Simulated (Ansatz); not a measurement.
The system is B2P.

```xyz
3
Lattice="1.5151 0.8748 3.9249 -1.5151 0.8748 3.9249 0.0000 -1.7495 3.9249" Properties=species:S:1:pos:R:3 pbc="T T T"
B     0.0000    0.0000    5.0553
B     0.0000    0.0000    6.7193
P     0.0000    0.0000    0.0000
```

The cell was built by a generator and needn't be a form met in nature.

Base run:

* Program: Ansatz 0.2.0
* Functional: revPBE
* Potentials or basis: Ansatz PAW
* Cutoff: 420 eV (not typed: the program's choice for these potentials)
* k mesh: 10 × 10 × 10
* Occupations: fermi-dirac, width 0.05 eV
* Spin: no spin polarisation

Its results: band gap on the k mesh none (metal or under the smearing width); pressure 1.8 GPa; largest force 0.051 eV/Å.

Problem. After a change of settings the same cell gave: band gap on the k mesh none (metal or under the smearing width); pressure 2.4 GPa; largest force 0.041 eV/Å. Which change was it?
A. functional from revPBE to BLYP
B. functional from revPBE to LDA
C. functional from revPBE to PBEsol
D. functional from revPBE to RPBE

Solution. D.

Caveats: the PAW data sets come from PBE, with cores solved anew for the run's functional, which leaves a small shift of forces and pressure.

Runs at the PBE level aren't shown here.
